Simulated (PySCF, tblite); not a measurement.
# C6H18N2Si: geometry, infrared bands and NMR shifts

Wanted: the infrared bands and NMR shifts of C6H18N2Si (`CC(C)CN([SiH3])N(C)C`), by calculation.

Computed with tblite 0.8.0 and PySCF 2.14.0, with density-fitted response routines of our own, on a single molecule in the gas phase. Atoms count from 0, in the outputs and in this text.

### Step 1. Starting geometry

27 atoms, charge 0, multiplicity 1; geometry from: force field or distance geometry start.

Bonds of the start (Å): C0–C1 1.51, C1–C2 1.53, C1–C3 1.50, C3–N4 1.43, N4–Si5 1.78, N4–N6 1.38, N6–C7 1.46, N6–C8 1.44, C0–H9 1.13, C0–H10 1.10, C0–H11 1.12, C1–H12 1.14, C2–H13 1.09, C2–H14 1.12, C2–H15 1.10, C3–H16 1.12, C3–H17 1.11, Si5–H18 1.45, Si5–H19 1.47, Si5–H20 1.49, C7–H21 1.10, C7–H22 1.10, C7–H23 1.12, C8–H24 1.13, C8–H25 1.12, C8–H26 1.09.

### Step 2. Optimising the geometry with GFN2-xTB

Job settings and geometry (Å):

```
{"job": {"kind": "relax", "xc": "GFN2-xTB", "basis": "xTB"}, "charge": 0, "multiplicity": 1}
C      1.767800    -1.133100    -0.193100
C      1.733700     0.337700     0.128900
C      2.965600     0.972000    -0.528500
C      0.491200     1.067000    -0.299100
N     -0.728200     0.591100     0.273000
Si    -2.177400     1.472200    -0.265900
N     -0.899500    -0.776300     0.331800
C     -1.280700    -1.056100     1.718200
C     -1.863800    -1.297800    -0.602700
H      1.646700    -1.746500     0.752700
H      1.006300    -1.436900    -0.933100
H      2.756600    -1.345300    -0.665400
H      1.902500     0.407900     1.252200
H      3.828100     0.349200    -0.293300
H      2.780400     0.888900    -1.631700
H      3.100800     2.012400    -0.205000
H      0.629700     2.119400     0.071000
H      0.467400     1.147000    -1.410800
H     -3.413900     0.727000    -0.099400
H     -1.972400     1.806200    -1.681700
H     -2.327700     2.679200     0.589400
H     -0.634900    -0.442400     2.369500
H     -1.186500    -2.133800     1.887900
H     -2.334400    -0.750900     1.921500
H     -2.691200    -1.753600     0.012600
H     -1.333900    -2.105200    -1.161600
H     -2.251900    -0.572800    -1.325000
```

Command:

```console
OMP_NUM_THREADS=1 python probes_run.py task.json out
```

One launch serves the whole session: the jobs run in the order shown.

**Question.** This job is followed by: GFN2-xTB harmonic vibrations, gas phase; GIAO PBE0/pcSseg-1 NMR shielding, non-relativistic, gas phase. Predict these results of the whole session: strongest single infrared mode (GFN2-xTB); zero-point energy (GFN2-xTB); ¹³C shifts against TMS (PBE0/pcSseg-1, means over atoms taken as alike); ¹H shifts against TMS (PBE0/pcSseg-1, means over atoms taken as alike); ¹⁵N shifts against NH3 (PBE0/pcSseg-1); ²⁹Si shifts against TMS (PBE0/pcSseg-1).

The runs gave:

| quantity | value |
| --- | --- |
| strongest single infrared mode (GFN2-xTB) | 828 cm⁻¹, 435 km/mol |
| zero-point energy (GFN2-xTB) | 145.3 kcal/mol |
| ¹³C shifts against TMS (PBE0/pcSseg-1, means over atoms taken as alike) | 62.7, 47.5, 39.2, 24.6 ppm |
| ¹H shifts against TMS (PBE0/pcSseg-1, means over atoms taken as alike) | 4.56, 2.51, 2.47, 1.53, 1.10 ppm |
| ¹⁵N shifts against NH3 (PBE0/pcSseg-1) | 93.3, 86.0 ppm |
| ²⁹Si shifts against TMS (PBE0/pcSseg-1) | -78.8 ppm |

In words: Over 222 steps the energy fell by 1.270 eV; of the close pairs, N4–Si5 changed most, 1.780 to 1.724 Å. All 75 modes are real, so the xTB geometry is a minimum. The strongest single mode, at 828 cm⁻¹, is spread over several atoms, H18, H19, H20 among them. GFN2-xTB is a fitted tight-binding method: band positions and strengths are rough. Its intensities can rank the bands wrongly.
